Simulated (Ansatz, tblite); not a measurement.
**[(OH)3Hf]2S (H6Hf2O6S): a ladder of methods and basis sets**

How do method and basis change the picture of [(OH)3Hf]2S (H6Hf2O6S) (singlet)?

Method: as each input shows; program: Ansatz 0.2.0, Gaussian basis.

Levels to be run: GFN1-xTB, GFN2-xTB, PBE-D4/def2-TZVP, r2SCAN-D4/def2-TZVP, ωB97X-V/def2-TZVP, PBE-QIDH/def2-TZVP, LDA/def2-TZVP, PBE+10HF/def2-SVP, PBE+15HF/def2-SVP, PBE+40HF/def2-SVP, PBE-D4/def2-SVP, PBE0-D4/def2-SVP, MP2/def2-TZVP, RPA/def2-TZVP.

2 further runs of the same task are left out: 2 set aside as unsound or not needed.

## Step 1: The structure

The geometry is that of the singlet, from an earlier relaxation (r2SCAN-D4/def2-SVP).

15 atoms, charge 0, spin multiplicity 1.

Bond lengths: Hf1–O2 1.929 Å, Hf1–O3 1.931 Å, Hf1–O4 2.016 Å, Hf1–S5 2.388 Å, O2–H10 0.958 Å, O3–H11 0.957 Å, O4–Hf6 2.328 Å, O4–H12 0.971 Å, S5–Hf6 2.571 Å, Hf6–O7 1.930 Å, Hf6–O8 1.941 Å, Hf6–O9 1.998 Å, O7–H13 0.957 Å, O8–H14 0.959 Å, O9–H15 0.964 Å. Angles: O2–Hf1–O3 113.3°, O2–Hf1–O4 112.1°, O2–Hf1–S5 113.4°, O3–Hf1–O4 113.5°, O3–Hf1–S5 113.2°, O4–Hf1–S5 89.3°, Hf1–O2–H10 168.1°, Hf1–O3–H11 168.8°, Hf1–O4–Hf6 104.4°, Hf1–O4–H12 138.1°, Hf6–O4–H12 100.6°, Hf1–S5–Hf6 87.7°, O4–Hf6–S5 78.5°, O4–Hf6–O7 163.4°, O4–Hf6–O8 92.2°, O4–Hf6–O9 73.2°, S5–Hf6–O7 95.7°, S5–Hf6–O8 113.7° and more.

Hf takes a core potential in the def2 sets. No spin-orbit coupling is included.

PBE0-D4/def2-TZVP was run before; its log isn't repeated, and its numbers join the tables.

## Step 2: GFN1-xTB

Tight binding, by tblite at 300 K electronic temperature and without a spin-polarisation term:

```python
tblite.interface.Calculator('GFN1-xTB', numbers, positions, charge=0, uhf=0).singlepoint()
```

Energy -1027.0479 eV, HOMO -10.43 eV, LUMO -7.87 eV; 0.017 s.

## Step 3: GFN2-xTB

Tight binding, by tblite at 300 K electronic temperature and without a spin-polarisation term:

```python
tblite.interface.Calculator('GFN2-xTB', numbers, positions, charge=0, uhf=0).singlepoint()
```

Energy -922.5159 eV, HOMO -9.74 eV, LUMO -7.37 eV; 0.016 s.

## Step 4: PBE-D4/def2-TZVP

start.molden holds the orbitals of an earlier run on this state, given as this run's starting guess.

File in.yaml:

```yaml
crystal:
  periodic: [false, false, false]
  atoms:
    - {symbol: Hf, position_ang: [-0.413229, 1.351131, -1.449380]}
    - {symbol: O, position_ang: [-1.412404, 2.957868, -1.074075]}
    - {symbol: O, position_ang: [-0.171639, 1.026477, -3.337387]}
    - {symbol: O, position_ang: [-1.135911, -0.242250, -0.446908]}
    - {symbol: S, position_ang: [1.613253, 1.181971, -0.197652]}
    - {symbol: Hf, position_ang: [0.596863, -0.867210, 0.976665]}
    - {symbol: O, position_ang: [1.879662, -0.917419, 2.417672]}
    - {symbol: O, position_ang: [0.879456, -2.533688, 0.022995]}
    - {symbol: O, position_ang: [-1.079259, -0.884543, 2.064419]}
    - {symbol: H, position_ang: [-1.729624, 3.836551, -0.862963]}
    - {symbol: H, position_ang: [0.121057, 0.812947, -4.223602]}
    - {symbol: H, position_ang: [-1.906404, -0.461580, 0.101897]}
    - {symbol: H, position_ang: [2.571625, -0.727632, 3.051248]}
    - {symbol: H, position_ang: [1.317977, -3.384715, -0.032934]}
    - {symbol: H, position_ang: [-1.131426, -1.147897, 2.989985]}
basis:
  gaussian: {orbitals: def2-TZVP, initial_orbitals: start.molden}
hamiltonian: {xc: pbe, dispersion: d4}
scf: {omitted_lower_state_checks: [starts]}
output: {orbitals: {seedname: orbitals}}
```

On the command line:

```
$ ansatz run in.yaml --threads 2 --pin off --events-out ev --progress --plain --max-ram 32768MiB --backend cuda --devices 0, --max-vram 18GiB
```

Further steps of the session: r2SCAN-D4/def2-TZVP; ωB97X-V/def2-TZVP; PBE-QIDH/def2-TZVP; LDA/def2-TZVP; PBE+10HF/def2-SVP; PBE+15HF/def2-SVP; PBE+40HF/def2-SVP; PBE-D4/def2-SVP; PBE0-D4/def2-SVP; MP2/def2-TZVP; RPA/def2-TZVP.

Q: Predict the results of all the runs planned. Wanted: gap in def2-TZVP, named functionals, smallest and largest; gap over the share of exact exchange; correlation energy, MP2/def2-TZVP; binding an atom, functionals in def2-TZVP; PBE0 total energy, smallest basis above largest.

As calculated:

```
                                                 quantity                              value
gap in def2-TZVP, named functionals, smallest and largest  4.02 eV (LDA), 10.26 eV (ωB97X-V)
                     gap over the share of exact exchange       4.10 eV at 0, 7.26 eV at 0.4
                        correlation energy, MP2/def2-TZVP                          -59.75 eV
                binding an atom, functionals in def2-TZVP    4.59 (PBE0-D4) to 5.37 eV (LDA)
          PBE0 total energy, smallest basis above largest     19.23 eV (def2-SVP, def2-TZVP)
```

**Reading.** Orbital gaps of the named functionals in def2-TZVP span 4.02 eV (LDA) to 10.26 eV (ωB97X-V); exact exchange widens it. Raising the share of exact exchange from 0 to 0.4 moves the HOMO by -1.97 eV and the LUMO by +1.19 eV.
